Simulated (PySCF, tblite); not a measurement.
**C₂H₈B₂ClP: geometry, infrared bands and NMR shifts**

What infrared bands and NMR shifts should C₂H₈B₂ClP (`BPB(Cl)CC`) show?

Programs: tblite 0.8.0 and PySCF 2.14.0, with density-fitted response routines of our own. Each step states its level of theory. These are calculated values for one molecule in the gas phase, unless marked as measured. Atoms are numbered from 0 throughout.

**1. Starting geometry**

14 atoms, charge 0, multiplicity 1; geometry from: force field or distance geometry start.

Bonds of the start (Å): B0–P1 1.91, P1–B2 1.92, B2–Cl3 1.85, B2–C4 1.58, C4–C5 1.52, B0–H6 1.19, B0–H7 1.18, P1–H8 1.44, C4–H9 1.10, C4–H10 1.10, C5–H11 1.12, C5–H12 1.12, C5–H13 1.10.

**2. Geometry optimisation with GFN2-xTB**

The job: settings as JSON, then the geometry in Å.

```
{"job": {"kind": "relax", "xc": "GFN2-xTB", "basis": "xTB"}, "charge": 0, "multiplicity": 1}
B      3.083200     0.187200    -0.203800
P      1.757400    -0.421600     1.030000
B      0.045000    -0.738200     0.220700
Cl    -0.031600    -2.171300    -0.954400
C     -0.982400     0.427000    -0.073300
C     -2.419400    -0.058000    -0.149600
H      3.375500     1.334600    -0.357400
H      3.411800    -0.529800    -1.083000
H      1.684200     0.342600     2.251500
H     -0.685800     0.959000    -0.994300
H     -0.911900     1.158300     0.743400
H     -2.565100    -0.983800     0.460100
H     -3.108300     0.705400     0.300800
H     -2.653400    -0.212000    -1.212700
```

Launch:

```bash
$ OMP_NUM_THREADS=1 python probes_run.py task.json out
```

This one command runs all jobs of the session in turn.

**Question.** This job is followed by: GFN2-xTB harmonic vibrations, gas phase; GIAO PBE0/pcSseg-1 NMR shielding, non-relativistic, gas phase. What will the session give for the following? strongest single infrared mode (GFN2-xTB); zero-point energy (GFN2-xTB); ¹³C shifts against TMS (PBE0/pcSseg-1); ¹H shifts against TMS (PBE0/pcSseg-1, means over atoms taken as alike); ¹¹B shifts against BF3·OEt2 (PBE0/pcSseg-1); ³¹P shifts against H3PO4 (PBE0/pcSseg-1); ³⁵Cl shifts against HCl (PBE0/pcSseg-1).

The runs gave:

```
                                                              quantity                       value
                             strongest single infrared mode (GFN2-xTB)        851 cm⁻¹, 158 km/mol
                                          zero-point energy (GFN2-xTB)               62.7 kcal/mol
                                ¹³C shifts against TMS (PBE0/pcSseg-1)              24.8, 11.3 ppm
¹H shifts against TMS (PBE0/pcSseg-1, means over atoms taken as alike)  7.81, 4.74, 1.56, 1.20 ppm
                           ¹¹B shifts against BF3·OEt2 (PBE0/pcSseg-1)              71.9, 69.5 ppm
                              ³¹P shifts against H3PO4 (PBE0/pcSseg-1)                   -35.0 ppm
                               ³⁵Cl shifts against HCl (PBE0/pcSseg-1)                     248 ppm
```

In words: The optimisation took 85 steps and gained 1.226 eV; among the close pairs (by a distance rule), B2–Cl3 changed most, from 1.855 to 1.718 Å. All 36 modes are real, so the xTB geometry is a minimum. The strongest single mode, at 851 cm⁻¹, moves mainly B2. GFN2-xTB is a fitted tight-binding method: band positions and strengths are rough. Its intensities can rank the bands wrongly. At PBE0/pcSseg-1: The largest span, 713 ppm, is at Cl3, where the paramagnetic term is -448 ppm.
